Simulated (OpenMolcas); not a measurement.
# SOS-MP2/ANO-L-MB (Cholesky decomposition) run of Li2H2O2 ((LiOH)2 ring)

What is the energy difference between two shapes of Li2H2O2 ((LiOH)2 ring) at SOS-MP2/ANO-L-MB (Cholesky decomposition)? 

The calculation is run with OpenMolcas 26.06.

8 further runs of the same task are left out: 1 that didn't finish, 7 set aside as unsound or not needed.

### Step 1. The molecule

The species is Li2H2O2 (6 atoms), meant as a singlet with charge 0. The shape comes from GFN2-xTB, which is rough for such elements, and wasn't checked as a minimum.

Bond lengths: Li1–O2 1.747 Å, O2–Li3 1.747 Å, Li1–O4 1.748 Å, Li3–O4 1.748 Å, O2–H5 0.955 Å, O4–H6 0.955 Å. Angles: Li1–O2–Li3 79.6°, O2–Li1–O4 100.4°, O2–Li3–O4 100.4°, Li1–O4–Li3 79.6°, Li1–O2–H5 140.2°, Li3–O2–H5 140.2°, Li1–O4–H6 140.3°, Li3–O4–H6 140.2°.

### Step 2. The energy at SOS-MP2/ANO-L-MB (Cholesky decomposition)

Contents of run.inp:

```
&GATEWAY
BasisSet
Li.ANO-L-MB....
Li1 0.807460 -0.194960 0.749300 angstrom
Li3 -0.805350 0.196950 -0.750290 angstrom
End of Basis
BasisSet
O.ANO-L-MB....
O2 -0.356790 1.105830 0.672450 angstrom
O4 0.357390 -1.105580 -0.672660 angstrom
End of Basis
BasisSet
H.ANO-L-MB....
H5 -0.608920 1.893940 1.149240 angstrom
H6 0.606200 -1.896180 -1.148040 angstrom
End of Basis
&SEWARD
Low
&SCF
PrOrbitals=1 1
&MBPT2
SOSMP2
Frozen=2
```

Launch:

```
export MOLCAS_MEM=1860
pymolcas run.inp > run.log
```

Log:

```text
--- Start Module: gateway ---
[...]
--- Stop Module: gateway /rc=_RC_ALL_IS_WELL_ ---
[...]
      Basis functions           22
[...]
--- Start Module: scf ---
[...]
       Convergence after   9 Iterations
[...]
::    Total SCF energy                               -165.8301863344
[...]
      Total spin, S                                     0.0000000000
[...]
      Total electronic charge=   24.000000
      Total            charge=   -0.000000
[...]
      Dipole Moment (debye):
      Origin of the operator (angstrom)=    0.0005    0.0003   -0.0002
                   X= -6.1634E-04               Y=  2.9008E-03               Z=  3.8379E-04           Total=  2.9903E-03
      Quadrupole Moment (debye*angstrom):
[...]
--- Stop Module: scf /rc=_RC_ALL_IS_WELL_ ---
--- Start Module: mbpt2 ---
[...]
WARNING!
Default frozen orbitals as non valence orbitals is overwritten by user input.
Default values:   4
[...]
::    Total MBPT2 energy                             -165.9396768665
[...]
--- Stop Module: mbpt2 /rc=_RC_ALL_IS_WELL_ ---
[...]
```

Run time: 1.9 s. Hardware: 1 thread of Arm Neoverse V2, shared host; peak memory 0.22 GiB.

### Step 3. The distorted shape at the same level

Contents of run.input:

```
* H2Li2O2 SOS-MP2
>>> EXPORT MOLCAS_PRINT=2

&GATEWAY
 BasisSet
 Li.ANO-L-MB....
 Li1 0.778997 -0.413855 0.753277 angstrom
 Li3 -0.908416 0.266251 -0.783090 angstrom
 End of Basis
 BasisSet
 O.ANO-L-MB....
 O2 -0.335671 1.248146 0.564291 angstrom
 O4 0.381858 -1.076128 -0.529986 angstrom
 End of Basis
 BasisSet
 H.ANO-L-MB....
 H5 -0.518621 2.004044 1.045874 angstrom
 H6 0.703117 -1.938078 -1.023169 angstrom
 End of Basis

&SEWARD
 Low

&SCF
 PrOrbitals=1 1

&MBPT2
 SOSMP2
 Frozen=2
```

Launch:

```
export MOLCAS_MEM=1860
pymolcas run.input > run.log
```

Log:

```text
--- Start Module: gateway ---
[...]
--- Stop Module: gateway /rc=_RC_ALL_IS_WELL_ ---
[...]
      Basis functions           22
[...]
--- Start Module: scf ---
[...]
       Convergence after  10 Iterations
[...]
::    Total SCF energy                               -165.7974033716
[...]
      Total spin, S                                     0.0000000000
[...]
      Total electronic charge=   24.000000
      Total            charge=   -0.000000
[...]
      Dipole Moment (debye):
      Origin of the operator (angstrom)=    0.0003    0.0371    0.0075
                   X= -4.3615E-01               Y= -1.0803E+00               Z= -8.1537E-02           Total=  1.1678E+00
      Quadrupole Moment (debye*angstrom):
[...]
--- Stop Module: scf /rc=_RC_ALL_IS_WELL_ ---
--- Start Module: mbpt2 ---
[...]
WARNING!
Default frozen orbitals as non valence orbitals is overwritten by user input.
Default values:   4
[...]
::    Total MBPT2 energy                             -165.9094621847
[...]
--- Stop Module: mbpt2 /rc=_RC_ALL_IS_WELL_ ---
[...]
```

Wall time 1.9 s (1 thread of Arm Neoverse V2, shared host); peak memory 0.22 GiB.

### Step 4. What came out

At SOS-MP2/ANO-L-MB (Cholesky decomposition), 2 core orbitals frozen:

```
                                                    quantity          value
                                   first shape: total energy  -165.93968 Eh
             first shape: dipole moment (mean-field density)         0.00 D
            first shape: HOMO energy (Hartree–Fock orbitals)      -10.66 eV
            first shape: LUMO energy (Hartree–Fock orbitals)        1.68 eV
          first shape: HOMO–LUMO gap (Hartree–Fock orbitals)       12.34 eV
    first shape: correlation energy (2 core orbitals frozen)     -109.5 mEh
                               distorted shape: total energy  -165.90946 Eh
         distorted shape: dipole moment (mean-field density)         1.17 D
        distorted shape: HOMO energy (Hartree–Fock orbitals)      -10.35 eV
        distorted shape: LUMO energy (Hartree–Fock orbitals)        1.60 eV
      distorted shape: HOMO–LUMO gap (Hartree–Fock orbitals)       11.95 eV
distorted shape: correlation energy (2 core orbitals frozen)     -112.1 mEh
                      energy change with the atoms displaced       0.822 eV
```

What this shows: With the atoms displaced the energy rises by 0.82 eV (19.0 kcal/mol). The first shape isn't relaxed at this level, so the change isn't measured from a minimum. The minimal basis adds a large error of its own. Mulliken charges (first shape) of the mean-field density run from -0.89 on O2 to +0.65 on Li3.
